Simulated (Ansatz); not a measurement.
# C3H7BS: basis-set convergence

How large a basis does C3H7BS need? Two functionals are run in growing sets.

Method: one geometry, several basis sets; program: Ansatz 0.2.0, Gaussian basis.

Plan: PBE0-D4/def2-SVP; ωB97M-V/def2-SVP; PBE0-D4/def2-QZVPP; ωB97M-V/def2-QZVPP; the functionals' def2-TZVPP values are taken from earlier runs.

**1. The relaxed structure**

All runs share one geometry, relaxed beforehand with PBE0-D4 in a triple-zeta def2 set.

12 atoms, charge 0, spin multiplicity 1.

Atoms are counted from 1 here; the program's logs count them from 0.

Bond lengths: B1–C2 1.559 Å, B1–S3 2.038 Å, B1–H6 1.197 Å, B1–H7 1.197 Å, C2–S3 1.839 Å, C2–H8 1.087 Å, C2–H9 1.086 Å, S3–C4 1.754 Å, C4–C5 1.324 Å, C4–H10 1.085 Å, C5–H11 1.084 Å, C5–H12 1.083 Å. Angles: C2–B1–S3 59.7°, C2–B1–H6 119.7°, C2–B1–H7 118.8°, S3–B1–H6 109.1°, S3–B1–H7 108.1°, H6–B1–H7 120.6°, B1–C2–S3 73.2°, B1–C2–H8 120.9°, B1–C2–H9 122.6°, S3–C2–H8 108.2°, S3–C2–H9 110.0°, H8–C2–H9 112.3°, B1–S3–C2 47.1°, B1–S3–C4 102.3°, C2–S3–C4 101.4°, S3–C4–C5 122.1°, S3–C4–H10 114.8°, C5–C4–H10 123.0° and more.

**2. PBE0-D4 in def2-SVP**

in.yaml

```yaml
crystal:
  periodic: [false, false, false]
  atoms:
    - {symbol: B, position_ang: [-1.680049, 0.805312, -0.209718]}
    - {symbol: C, position_ang: [-1.081803, -0.153175, -1.283767]}
    - {symbol: S, position_ang: [0.328549, 0.773084, -0.553623]}
    - {symbol: C, position_ang: [0.898162, -0.360375, 0.658296]}
    - {symbol: C, position_ang: [2.167193, -0.412398, 1.031894]}
    - {symbol: H, position_ang: [-1.894692, 0.396816, 0.895022]}
    - {symbol: H, position_ang: [-2.099084, 1.871431, -0.556517]}
    - {symbol: H, position_ang: [-1.137052, 0.090791, -2.341304]}
    - {symbol: H, position_ang: [-0.954272, -1.218110, -1.112411]}
    - {symbol: H, position_ang: [0.124460, -0.974693, 1.107300]}
    - {symbol: H, position_ang: [2.927057, 0.215226, 0.580399]}
    - {symbol: H, position_ang: [2.478529, -1.089107, 1.818528]}
basis:
  gaussian: {orbitals: def2-SVP}
hamiltonian: {xc: pbe0, dispersion: d4}
output: {orbitals: {seedname: orbitals}}
```

After this run come: ωB97M-V in def2-SVP; PBE0-D4 in def2-QZVPP; ωB97M-V in def2-QZVPP.

**Question.** What will the summary of the whole plan be? Wanted: PBE0-D4: double and triple zeta above quadruple; ωB97M-V: double and triple zeta above quadruple.

As calculated:

```
                                       quantity          value
PBE0-D4: double and triple zeta above quadruple  8.67, 0.55 eV
ωB97M-V: double and triple zeta above quadruple  8.89, 0.52 eV
```

**Reading.** PBE0-D4 gains 8.12 eV from double to triple zeta, then 0.55 eV more. These are total energies; as a rule much of such shifts cancels in differences, which this series doesn't test.
